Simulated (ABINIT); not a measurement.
# AgRh (P-6m2) in ABINIT: single point with LDA

Aim: the single point of AgRh with LDA.

All numbers are computed with ABINIT 10.8.3 (patched build); they aren't measurements. Logs are shortened: lines on timing, memory, paths and dates and some standing lists are left out, and cuts for length are marked. The log counts tension as positive stress, the text compression.

**1. The structure**

Symmetry: P-6m2, No. 187, hexagonal system. Conventional cell: a = 2.778 Å, b = 2.778 Å, c = 4.809 Å, α = 90.00°, β = 90.00°, γ = 120.00°. Ag (site symmetry -6m2) has 6 Ag at 2.78 Å and 6 Rh at 2.89 Å as nearest neighbours. Rh (site symmetry -6m2) is surrounded by 6 Rh at 2.78 Å and 6 Ag at 2.89 Å.

The cell comes from a database or a generator and needn't be the stable form of this composition.

**2. Single point, LDA**

Contents of run.abi:

```
pp_dirpath "./"
pseudos "Ag.upf, Rh.upf"

acell 3*1.0
rprim
     5.2488809846     0.0000000000     0.0000000000
    -2.6244404923     4.5456642742     0.0000000000
     0.0000000000     0.0000000000     9.0869408223
ntypat 2
znucl 47 45
natom 2
typat 1 2
xred
     0.0000000000     0.0000000000     0.5000000000
     0.6666666667     0.3333333333     0.0000000000

ecut 40.0

kptopt 1
ngkpt 8 8 4
nshiftk 1
shiftk 0.0 0.0 0.0

ixc 7

nband 22
occopt 3
tsmear 0.05 eV

nstep 100
tolvrs 1.0e-10

iomode 3
prtwf 0
prteig 0
prtebands 0
prtden 1
prtvha 1
prtvclmb 1
prtpot 1
prtelf 1
```

Potentials or basis: PseudoDojo NC SR LDA v0.4.1 standard.

The run is started by

```sh
mpirun --bind-to none -np 4 abinit run.abi > log 2>&1
```

run.abo:

```text
.Version 10.8.3 of ABINIT
 Symmetries : space group P-6 m 2 (#187); Bravais hP (primitive hexag.)
================================================================================
 Values of the parameters that define the memory need of the present run
     intxc =       0    ionmov =       0      iscf =       7    lmnmax =       6
     lnmax =       6     mgfft =      54  mpssoang =       3    mqgrid =    3001
     natom =       2  nloc_mem =       1    nspden =       1   nspinor =       1
    nsppol =       1      nsym =      12    n1xccc =    2501    ntypat =       2
    occopt =       3   xclevel =       1
       mpw =        2642          nfft =       48600          nkpt =          30
================================================================================
================================================================================

--------------------------------------------------------------------------------
------------- Echo of variables that govern the present computation ------------
--------------------------------------------------------------------------------
 -outvars: echo values of preprocessed input variables --------
            acell      1.0000000000E+00  1.0000000000E+00  1.0000000000E+00 Bohr
              amu      1.07868200E+02  1.02905500E+02
             ecut      4.00000000E+01 Hartree
              ixc           7
         kptrlatt        8    0    0      0    8    0      0    0    4
          kptrlen      3.63477633E+01
            natom           2
            nband          22
            ngfft          30      30      54
             nkpt          30
            nstep         100
             nsym          12
           ntypat           2
           occopt           3
        prtebands           0
           prteig           0
           prtelf           1
           prtpot           1
         prtvclmb           1
           prtvha           1
            prtwf           0
            rprim      5.2488809846E+00  0.0000000000E+00  0.0000000000E+00
                      -2.6244404923E+00  4.5456642742E+00  0.0000000000E+00
                       0.0000000000E+00  0.0000000000E+00  9.0869408223E+00
          spgroup         187
           tolvrs      1.00000000E-10
           tsmear      1.83746611E-03 Hartree
            typat      1  2
           xangst      0.0000000000E+00  0.0000000000E+00  2.4043009984E+00
                       1.3887940990E+00  8.0182064690E-01  0.0000000000E+00
            xcart      0.0000000000E+00  0.0000000000E+00  4.5434704112E+00
                       2.6244404923E+00  1.5152214247E+00  0.0000000000E+00
             xred      0.0000000000E+00  0.0000000000E+00  5.0000000000E-01
                       6.6666666667E-01  3.3333333333E-01  0.0000000000E+00
            znucl       47.00000   45.00000

================================================================================

 chkinp: Checking input parameters for consistency.

================================================================================
== DATASET  1 ==================================================================

--- !DatasetInfo
iteration_state: {dtset: 1, }
dimensions: {natom: 2, nkpt: 30, mband: 22, nsppol: 1, nspinor: 1, nspden: 1, mpw: 2642, }
cutoff_energies: {ecut:  40.0, pawecutdg:  -1.0, }
electrons: {nelect:   3.60000000E+01, charge:   0.00000000E+00, occopt:   3.00000000E+00, tsmear:   1.83746611E-03, }
meta: {optdriver: 0, ionmov: 0, optcell: 0, iscf: 7, paral_kgb: 0, }
...

 Exchange-correlation functional for the present dataset will be:
  LDA: Perdew-Wang 92 LSD fit to Ceperley-Alder data - ixc=7
  J.P.Perdew and Y.Wang, PRB 45, 13244 (1992)

 Real(R)+Recip(G) space primitive vectors, cartesian coordinates (Bohr,Bohr^-1):
 R(1)=  5.2488810  0.0000000  0.0000000  G(1)=  0.1905168  0.1099949  0.0000000
 R(2)= -2.6244405  4.5456643  0.0000000  G(2)=  0.0000000  0.2199898  0.0000000
 R(3)=  0.0000000  0.0000000  9.0869408  G(3)=  0.0000000  0.0000000  0.1100480
 Unit cell volume ucvol=  2.1681123E+02 bohr^3
 Angles (23,13,12)=  9.00000000E+01  9.00000000E+01  1.20000000E+02 degrees

 getcut: wavevector=  0.0000  0.0000  0.0000  ngfft=  30  30  54
         ecut(hartree)=     40.000   => boxcut(ratio)=   2.00900

--- Pseudopotential description ------------------------------------------------
- pspini: atom type   1  psp file is ./Ag.upf
12 -1012 2 -1 1484                            pspcod,pspxc,lmax,lloc,mmax
     nproj     2     2     2

- pspini: atom type   2  psp file is ./Rh.upf
12 -1012 2 -1 1530                            pspcod,pspxc,lmax,lloc,mmax
     nproj     2     2     2

   1.77640831E+03                                ecore*ucvol(ha*bohr**3)
--------------------------------------------------------------------------------

================================================================================

--- !BeginCycle
iteration_state: {dtset: 1, }
solver: {iscf: 7, nstep: 100, nline: 4, wfoptalg: 0, }
tolerances: {tolvrs: 1.00E-10, }
...

     iter   Etot(hartree)      deltaE(h)  residm     vres2
 ETOT  1  -271.95532897651    -2.720E+02 3.414E-01 6.071E+02
 ETOT  2  -272.14969744825    -1.944E-01 2.819E-02 7.378E+02
 ETOT  3  -272.28016006555    -1.305E-01 5.709E-03 1.031E+01
 ETOT  4  -272.28092309649    -7.630E-04 4.593E-03 1.959E+01
 ETOT  5  -272.28280444440    -1.881E-03 3.808E-03 1.790E+00
 ETOT  6  -272.28299682708    -1.924E-04 2.783E-03 1.763E-02
 ETOT  7  -272.28299870622    -1.879E-06 7.067E-04 1.459E-04
 ETOT  8  -272.28299874042    -3.420E-08 1.028E-03 3.369E-07
 ETOT  9  -272.28299874051    -9.442E-11 1.931E-04 7.526E-08
 ETOT 10  -272.28299874052    -8.640E-12 7.841E-04 3.919E-11

 At SCF step   10       vres2   =  3.92E-11 < tolvrs=  1.00E-10 =>converged.

 Compute ELF
--------------------------------------------------------------------------------

 Compute kinetic energy density

 Compute gradient of the electron density
 Electron Localization Function (ELF) [min:0;max:1]
)     Maximum=    7.9632E-01  at reduced coord.    0.8000    0.3333    0.9259
)     Minimum=    3.7327E-06  at reduced coord.    0.6667    0.3333    0.0000
   Integrated=    6.1059E+01

--------------------------------------------------------------------------------
 End of ELF section

 Cartesian components of stress tensor (hartree/bohr^3)
  sigma(1 1)=  5.42841036E-04  sigma(3 2)=  0.00000000E+00
  sigma(2 2)=  5.42841034E-04  sigma(3 1)=  0.00000000E+00
  sigma(3 3)=  5.56219665E-04  sigma(2 1)=  0.00000000E+00

--- !ResultsGS
iteration_state: {dtset: 1, }
comment   : Summary of ground state results
lattice_vectors:
- [  5.2488810,   0.0000000,   0.0000000, ]
- [ -2.6244405,   4.5456643,   0.0000000, ]
- [  0.0000000,   0.0000000,   9.0869408, ]
lattice_lengths: [   5.24888,    5.24888,    9.08694, ]
lattice_angles: [ 90.000,  90.000, 120.000, ] # degrees, (23, 13, 12)
lattice_volume:   2.1681123E+02
convergence: {deltae: -8.640E-12, res2:  3.919E-11, residm:  7.841E-04, diffor: null, }
etotal    :  -2.72282999E+02
entropy   :   0.00000000E+00
fermie    :   4.28396922E-01
cartesian_stress_tensor: # hartree/bohr^3
- [  5.42841036E-04,   0.00000000E+00,   0.00000000E+00, ]
- [  0.00000000E+00,   5.42841034E-04,   0.00000000E+00, ]
- [  0.00000000E+00,   0.00000000E+00,   5.56219665E-04, ]
pressure_GPa:  -1.6102E+01
xred      :
- [  0.0000E+00,   0.0000E+00,   5.0000E-01, Ag]
- [  6.6667E-01,   3.3333E-01,   0.0000E+00, Rh]
cartesian_forces: # hartree/bohr
- [  2.05197659E-28,   1.18470924E-28,  -0.00000000E+00, ]
- [ -2.05197659E-28,  -1.18470924E-28,  -0.00000000E+00, ]
force_length_stats: {min:   2.36941847E-28, max:   2.36941847E-28, mean:   2.36941847E-28, }
...

 Integrated electronic density in atomic spheres:
 ------------------------------------------------
 Atom  Sphere_radius  Integrated_density
    1        2.00000         16.29604011
    2        2.00000         13.98937769
================================================================================

 ----iterations are completed or convergence reached----

 Mean square residual over all n,k,spin=   14.818E-07; max=  78.414E-05
 reduced coordinates (array xred) for    2 atoms
       0.000000000000      0.000000000000      0.500000000000
       0.666666666667      0.333333333333      0.000000000000
 rms dE/dt=  8.7941E-28; max dE/dt=  0.0000E+00; dE/dt below (all hartree)
    1      -0.000000000000      0.000000000000      0.000000000000
    2       0.000000000000      0.000000000000      0.000000000000

 cartesian coordinates (angstrom) at end:
    1      0.00000000000000     0.00000000000000     2.40430099836156
    2      1.38879409895404     0.80182064689689     0.00000000000000

 cartesian forces (hartree/bohr) at end:
    1      0.00000000000000     0.00000000000000    -0.00000000000000
    2     -0.00000000000000    -0.00000000000000    -0.00000000000000
 frms,max,avg= 1.3679844E-28 2.0519766E-28   0.000E+00  0.000E+00  0.000E+00 h/b

 cartesian forces (eV/Angstrom) at end:
    1      0.00000000000000     0.00000000000000    -0.00000000000000
    2     -0.00000000000000    -0.00000000000000    -0.00000000000000
 frms,max,avg= 7.0344586E-27 1.0551688E-26   0.000E+00  0.000E+00  0.000E+00 e/A
 length scales=  1.000000000000  1.000000000000  1.000000000000 bohr
              =  0.529177210544  0.529177210544  0.529177210544 angstroms
 Fermi (or HOMO) energy (hartree) =   0.42840   Average Vxc (hartree)=  -0.49988
 Eigenvalues (hartree) for nkpt=  30  k points:
 kpt#   1, nband= 22, wtk=  0.00391, kpt=  0.0000  0.0000  0.0000 (reduced coord)
  -2.92792   -2.42930   -1.58791   -1.58489   -1.58489   -1.24617   -1.24535   -1.24535
   0.16145    0.21751    0.27333    0.27333    0.30880    0.31675    0.31675    0.36271
   0.36271    0.43289    0.43320    0.43320    0.62129    1.04620
      occupation numbers for kpt#   1
   2.00000    2.00000    2.00000    2.00000    2.00000    2.00000    2.00000    2.00000
   2.00000    2.00000    2.00000    2.00000    2.00000    2.00000    2.00000    2.00000
   2.00000    0.15993    0.13630    0.13630    0.00000    0.00000
 prteigrs : prtvol=0 or 1, do not print more k-points.

--- !EnergyTerms
iteration_state     : {dtset: 1, }
comment             : Components of total free energy in Hartree
kinetic             :  9.15476620496093E+01
hartree             :  5.58524225280062E+01
xc                  : -4.18158643266657E+01
Ewald energy        : -1.96360269616201E+02
psp_core            :  8.19334069163988E+00
local_psp           : -1.94216514161040E+02
non_local_psp       :  4.51730122941266E+00
internal            : -2.72281921605238E+02
'-kT*entropy'       : -1.07713528222916E-03
total_energy        : -2.72282998740520E+02
total_energy_eV     : -7.40919784694226E+03
band_energy         : -2.14317967536742E+01
...

 Cartesian components of stress tensor (hartree/bohr^3)
  sigma(1 1)=  5.42841036E-04  sigma(3 2)=  0.00000000E+00
  sigma(2 2)=  5.42841034E-04  sigma(3 1)=  0.00000000E+00
  sigma(3 3)=  5.56219665E-04  sigma(2 1)=  0.00000000E+00

-Cartesian components of stress tensor (GPa)         [Pressure= -1.6102E+01 GPa]
- sigma(1 1)=  1.59709347E+01  sigma(3 2)=  0.00000000E+00
- sigma(2 2)=  1.59709346E+01  sigma(3 1)=  0.00000000E+00
- sigma(3 3)=  1.63645475E+01  sigma(2 1)=  0.00000000E+00

== END DATASET(S) ==============================================================
================================================================================

 -outvars: echo values of variables after computation  --------
            acell      1.0000000000E+00  1.0000000000E+00  1.0000000000E+00 Bohr
           etotal     -2.7228299874E+02
            fcart      2.0519765878E-28  1.1847092353E-28 -0.0000000000E+00
                      -2.0519765878E-28 -1.1847092353E-28 -0.0000000000E+00
            rprim      5.2488809846E+00  0.0000000000E+00  0.0000000000E+00
                      -2.6244404923E+00  4.5456642742E+00  0.0000000000E+00
                       0.0000000000E+00  0.0000000000E+00  9.0869408223E+00
           strten      5.4284103591E-04  5.4284103430E-04  5.5621966504E-04
                       0.0000000000E+00  0.0000000000E+00  0.0000000000E+00
           xangst      0.0000000000E+00  0.0000000000E+00  2.4043009984E+00
                       1.3887940990E+00  8.0182064690E-01  0.0000000000E+00
             xred      0.0000000000E+00  0.0000000000E+00  5.0000000000E-01
                       6.6666666667E-01  3.3333333333E-01  0.0000000000E+00
 Calculation completed.
```

Run time: 14 s. Hardware: 4 MPI ranks of Arm Neoverse V2, shared host; peak memory 0.24 GiB.

Results:

```yaml
Free_energy: -7409.1978 eV
Band_gap_on_the_k_mesh: none (metal or under the smearing width)
Valence_electrons_inside_the_program's_atomic_spheres: Ag 16.30; Rh 13.99
```

Caveat: the cutoff is too short for stress, so the log's stress isn't used.
